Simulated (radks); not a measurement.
# Excited configurations of Er⁴³⁺

The task here is to estimate one member of a computed series from the others.

Program: radks (a radial shooting solver on a logarithmic mesh, Libxc functionals) version 1. Level of theory: scalar-relativistic Kohn-Sham, LDA (Slater exchange, Perdew-Wang correlation), spin-unpolarised, spherical densities, finite nucleus. These are calculated values, not measurements, unless marked.

## What is computed

| Item | Value |
| --- | --- |
| element | erbium (Z = 68) |
| charge | +43 |
| electrons | 25 |
| configuration | [Ar] 3d7 |
| nuclear rms radius | 5.2516 fm |

Outer shells as boxes (Hund's rule):

Er⁴³⁺
```
[Ar] core
3d [↑↓][↑↓][↑ ][↑ ][↑ ]
```

Set-up of the first run:

Input:

```text
Z 68
configuration [Ar] 3d7
relativity scalar-relativistic
functional lda,pw
spin unpolarised
nucleus finite rms 5.2516 fm
c 137.035999084
```

Among the steps run: Ground configuration: [Ar] 3d7.

One of the session's tables, all rows but one given; the rest of the session is left out.

It belongs to the step «Ground configuration: [Ar] 3d7». Radial moments (bohr):

| level | <r> | outermost maximum (interpolated) | 90 % within | nodes |
| --- | --- | --- | --- | --- |
| 1s | 0.02038 | 0.0129 | 0.0370 | 0 |
| 2s | ? | ? | ? | ? |
| 2p | 0.07638 | 0.0594 | 0.124 | 0 |
| 3s | 0.2177 | 0.203 | 0.317 | 2 |
| 3p | 0.2148 | 0.199 | 0.319 | 1 |
| 3d | 0.1922 | 0.160 | 0.295 | 0 |

**Question.** Estimate the row for 2s.

As computed: <r>: 0.08619; outermost maximum (interpolated): 0.0732; 90 % within: 0.133; nodes: 1. In the column «<r>» it lies between 2p (0.07638) and 3d (0.1922).

Limits of these values: Spin polarisation and multiplet splitting are left out, so open shells lie too high by an amount that depends on their filling.
